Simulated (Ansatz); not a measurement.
**Ca: a tetragonal deformation path**

The task here is to estimate one member of a computed series from the others.

Computed with Ansatz 0.2.0 (DFT r2SCAN, scalar-relativistic, plane waves, PAW, unless a step's input says otherwise).

## Starting point

It takes space group I4/mmm (No. 139, tetragonal). The conventional cell has a = 4.410 Å, b = 4.410 Å, c = 4.392 Å, α = 90.00°, β = 90.00°, γ = 90.00°. Around Ca (site symmetry 4/mmm) lie 8 Ca at 3.81 Å.

Coordinates:

```
Ca
1.0
    -2.20520    2.20520    2.19611
     2.20520   -2.20520    2.19611
     2.20520    2.20520   -2.19611
Ca
1
Direct
  0.50000 0.50000 0.00000
```

Source of the structure: the Materials Project (structure only).

The first run:

The input, input.yaml:

```yaml
crystal:
  lattice:
    - [-2.2052049036, 2.2052049036, 2.19611481]
    - [2.2052049036, -2.2052049036, 2.19611481]
    - [2.2052049036, 2.2052049036, -2.19611481]
  atoms:
    - { symbol: Ca, position: [0.5, 0.5, 0.0] }
basis:
  ecutwfc: 500
kpoints:
  mp_grid: { grid: [6, 6, 6] }
hamiltonian:
  xc: r2scan
scf:
  occupations: { method: gaussian, width: 0.1 }
output:
  forces: true
  stress: true
  eigenvalues: true
```

The run is started by

```console
> ansatz run input.yaml --threads 1 --pin off --max-ram 1228MiB --backend cpu --events-out ev --progress --plain --runs-dir out
```

Steps of the session up to this table: Probe: one point at the start; Zero of the scan; ρ = 0.850; ρ = 1.200; ρ = 0.920; ρ = 1.100; ρ = 0.960; Point ρ = 1.050; Point ρ = 0.800; At ρ = 1.300.

One table of the session follows, with a row left open; its other results are not shown here.

It belongs to the step «The scan collected». Collected from the runs (energy zero: the undisturbed cell):

| ρ | ΔE (meV/atom) |
| --- | --- |
| 0.800 | 39.8 |
| 0.850 | 14.3 |
| 0.920 | 1.7 |
| 0.960 | 0.2 |
| 1.000 | 0.0 |
| 1.050 | -0.3 |
| 1.100 | -1.6 |
| 1.200 | ? |
| 1.300 | -11.4 |

Estimate the missing values for ρ = 1.200.

Worked estimate for «ΔE (meV/atom)». A straight line through the neighbours (1.100, -1.6) and (1.300, -11.4) gives -1.6 + (-11.4 + 1.6) × (1.200 − 1.100) / (1.300 − 1.100) = -6.5; a parabola fitted to 3 rows on both sides gives -5.6.

The run gave: ΔE (meV/atom): -6.2. In «ΔE (meV/atom)» the line misses by -0.3 and the parabola by +0.6.
